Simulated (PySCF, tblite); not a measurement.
**C₅H₁₀BFS₂: geometry, infrared bands and NMR shifts**

Aim: predict the infrared bands and NMR shifts of C₅H₁₀BFS₂ (`CCC[C@@H]1SBS[C@H]1F`).

Programs: tblite 0.8.0 and PySCF 2.14.0, with density-fitted response routines of our own. Each step states its level of theory. These are calculated values for one molecule in the gas phase, unless marked as measured. Atoms are numbered from 0 throughout.

## 1. The starting structure

19 atoms, charge 0, multiplicity 1; geometry from: force field or distance geometry start.

Bonds of the start (Å): C0–C1 1.52, C1–C2 1.53, C2–C3 1.48, C3–S4 1.82, S4–B5 1.90, B5–S6 1.89, S6–C7 1.82, C7–F8 1.36, C7–C3 1.53, C0–H9 1.13, C0–H10 1.11, C0–H11 1.11, C1–H12 1.11, C1–H13 1.09, C2–H14 1.13, C2–H15 1.08, C3–H16 1.11, B5–H17 1.18, C7–H18 1.11.

## 2. Relaxing the molecule with GFN2-xTB

The job: settings as JSON, then the geometry in Å.

```
{"job": {"kind": "relax", "xc": "GFN2-xTB", "basis": "xTB"}, "charge": 0, "multiplicity": 1}
C     -2.874600    -0.035900    -0.450200
C     -1.556000     0.677300    -0.193700
C     -0.571900    -0.379600     0.308400
C      0.778600     0.154000     0.605100
S      1.608200     0.913800    -0.821200
B      3.334500     1.107200    -0.058800
S      3.223000    -0.074300     1.407900
C      1.733500    -1.004000     0.911300
F      1.284700    -1.866500     1.868400
H     -3.631700     0.208700     0.356000
H     -3.351600     0.300600    -1.398400
H     -2.685300    -1.131800    -0.455800
H     -1.164300     1.023600    -1.167800
H     -1.655100     1.541100     0.464000
H     -1.009300    -0.707400     1.296500
H     -0.589400    -1.252200    -0.334400
H      0.793100     0.876000     1.448600
H      4.313800     1.164300    -0.721700
H      2.010100    -1.505500    -0.041400
```

Run with:

```console
> OMP_NUM_THREADS=1 python probes_run.py task.json out
```

One launch serves the whole session: the jobs run in the order shown.

**Question.** This job is followed by: GFN2-xTB harmonic vibrations, gas phase; GIAO PBE0/pcSseg-1 NMR shielding, non-relativistic, gas phase. What will the session give for the following? strongest single infrared mode (GFN2-xTB); zero-point energy (GFN2-xTB); ¹³C shifts against TMS (PBE0/pcSseg-1); ¹H shifts against TMS (PBE0/pcSseg-1, means over atoms taken as alike); ³³S shifts against CS2 (PBE0/pcSseg-1); ¹¹B shifts against BF3·OEt2 (PBE0/pcSseg-1); ¹⁹F shifts against CFCl3 (PBE0/pcSseg-1).

The runs gave:

```
                                                              quantity                                               value
                             strongest single infrared mode (GFN2-xTB)                                983 cm⁻¹, 136 km/mol
                                          zero-point energy (GFN2-xTB)                                       91.7 kcal/mol
                                ¹³C shifts against TMS (PBE0/pcSseg-1)                   117.0, 65.7, 40.9, 28.8, 16.7 ppm
¹H shifts against TMS (PBE0/pcSseg-1, means over atoms taken as alike)  6.48, 6.36, 3.75, 1.98, 1.66, 1.38, 1.35, 1.12 ppm
                                ³³S shifts against CS2 (PBE0/pcSseg-1)                                        151, 112 ppm
                           ¹¹B shifts against BF3·OEt2 (PBE0/pcSseg-1)                                            56.6 ppm
                              ¹⁹F shifts against CFCl3 (PBE0/pcSseg-1)                                          -198.2 ppm
```

**Reading.** Relaxing lowered the energy by 1.316 eV in 125 steps; the close pair that moved most is S4–B5, from 1.897 to 1.770 Å. No mode is imaginary among the 51: a minimum at this level. The strongest single mode, at 983 cm⁻¹, moves mainly H17 and B5. Unscaled tight-binding wavenumbers are off by several per cent, some by more. Its intensities can rank the bands wrongly. At PBE0/pcSseg-1: The widest tensor belongs to S4: span 268 ppm, with a paramagnetic part of -667 ppm.
